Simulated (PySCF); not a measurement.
**A diatomic session: TlSi**

An exercise on one series of results from a longer session: the logs are not shown, and one member is left open.

Method: Tl def2-TZVPP with ECP60, Si def2-TZVPP, scalar-relativistic core potentials; program: PySCF 2.14.0.

The first run:

Settings of the job:

```yaml
atoms: Tl, Si
charge: 0
basis: Tl def2-TZVPP with ECP60, Si def2-TZVPP
Hamiltonian: scalar-relativistic core potentials
basis_functions: 92
electrons_treated: 35
masses_in_u: 204.9744, 27.9769
levels: PBE0, PBE, r²SCAN, r²SCANh, BHandHLYP, PW91, r²SCAN0, HSE06, HF, MP2, SCS-MP2, CCSD, CCSD(T)
grid: 80 radial by 434 angular points
occupations: held fixed by the projection of orbital angular momentum
dissociation_limit: Tl + Si, each in its ground configuration
starting_distance_in_angstrom: 2.545
values_of_2S_to_try: 1, 3
```

Command:

```bash
OMP_NUM_THREADS=1 python dia.py task.json out
```

Among the steps run: Set-up; PBE0 along the bond; Excited determinants; PBE; r²SCAN; r²SCANh (hybrid meta-GGA); BHandHLYP (global hybrid GGA); PW91 (GGA); r²SCAN0; HSE06; UHF (mean field); Adding correlation.

One of the session's tables, all rows but one given; the rest of the session is left out.

```
      level  Re (Å)  ωe (cm⁻¹)  De (eV)
        UHF   2.752      214.9     1.37
    UHF-MP2       ?          ?        ?
UHF-SCS-MP2   2.665      238.9     1.92
   UHF-CCSD   2.684      234.1     1.96
UHF-CCSD(T)   2.675      236.9     2.09
        PBE   2.682      224.3     2.39
       PW91   2.679      225.0     2.40
     r²SCAN   2.653      232.8     2.36
    r²SCANh   2.648      235.3     2.31
       PBE0   2.658      234.6     2.26
    r²SCAN0   2.641      238.6     2.24
      HSE06   2.663      233.9     2.27
  BHandHLYP   2.673      231.5     1.87
```

Q: Estimate the row for UHF-MP2 from the others.

The run gave: Re (Å): 2.647; ωe (cm⁻¹): 245.8; De (eV): 2.17. In the column «Re (Å)» it lies between r²SCAN0 (2.641) and r²SCANh (2.648).
